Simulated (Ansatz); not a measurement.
This script for the interaction energy of a dimer with the counterpoise correction of BI with Ansatz 0.2.0, Python API holds a mistake.

Script `bi.py`:
```python
# -*- coding: utf-8 -*-
import ansatz as az
import numpy as np

BASIS = "def2-SVP"
XC = "r2scan"

FIRST = [
    ("B", (0.0, 0.0, -1.0625)),
    ("I", (0.0, 0.0, 1.0625)),
]
SECOND = [
    ("B", (0.4961, 4.5071, 0.3112)),
    ("I", (-1.2917, 3.6134, -0.4103)),
]

def energy(atoms, ghosts=()):
    molecule = az.Crystal.molecule()
    for symbol, xyz in atoms:
        molecule = molecule.atom(symbol, xyz)
    calc = molecule.calculation().basis(gaussian=BASIS).functional(XC)
    deck = calc.input()
    if ghosts:
        deck = deck.set(az.key.basis.gaussian.ghost_atoms, [{"symbol": s, "position_ang": list(xyz)} for s, xyz in ghosts])
    return az.Session.from_dict(deck).execute().report["free_energy_ev"]

direction = np.array([-0.0975, 0.9952, -0.0121])
print("shift (A)   counterpoise-corrected interaction (kJ/mol)")
for shift in (-0.3, 0.0, 0.4, 1.0, 2.0):
    moved = [(s, tuple(np.round(np.array(xyz) + shift * direction, 4))) for s, xyz in SECOND]
    gain = energy(FIRST + moved) - energy(FIRST, moved) - energy(moved, FIRST)
    print(f"{shift:8.2f} {96.485332 * gain:14.3f}")
```

```console
$ python bi.py
shift (A)   counterpoise-corrected interaction (kJ/mol)
Traceback (most recent call last):
  File "bi.py", line 31, in <module>
    gain = energy(FIRST + moved) - energy(FIRST, moved) - energy(moved, FIRST)
           ~~~~~~^^^^^^^^^^^^^^^
  File "bi.py", line 25, in energy
    return az.Session.from_dict(deck).execute().report["free_energy_ev"]
           ^^^^^^^^^^^^^^^^^^^^^^^^^^^^^^^^^^
  ...
AttributeError: 'ansatz.Session' object has no attribute 'execute'
```
(Library frames cut from the traceback.)

Find the fault and give the corrected script.

The fault: a session has to be planned before it's executed. The change:

```diff
--- before
+++ after
@@ -24,3 +24,3 @@
         deck = deck.set(az.key.basis.gaussian.ghost_atoms, [{"symbol": s, "position_ang": list(xyz)} for s, xyz in ghosts])
-    return az.Session.from_dict(deck).execute().report["free_energy_ev"]
+    return az.Session.from_dict(deck).plan().execute().report["free_energy_ev"]
```

The mended script runs so:

`python bi.py` gives:
```text
shift (A)   counterpoise-corrected interaction (kJ/mol)
   -0.30          8.027
    0.00          1.216
    0.40         -1.426
    1.00         -1.187
    2.00         -0.252
```

Reading the output:
- The dimer is a generated trial pose of unrelaxed monomers, not a minimum, so the figure is no binding energy, and the basis set is small.
- def2 sets replace the cores of elements past krypton by effective core potentials.
- This level lacks the dispersion part of the attraction (electrostatics and induction are there), which can decide the sign where the interaction is weak.
- The spin state was assumed, and another may lie lower.
- The whole script took 50 s on 1 thread of Arm Neoverse V1, with other jobs on the host, peak memory 0.2 GiB.

(A comment or docstring line of the script was reworded after the run, the code is as it ran; lines on the test bed's own set-up are left out of the output.)
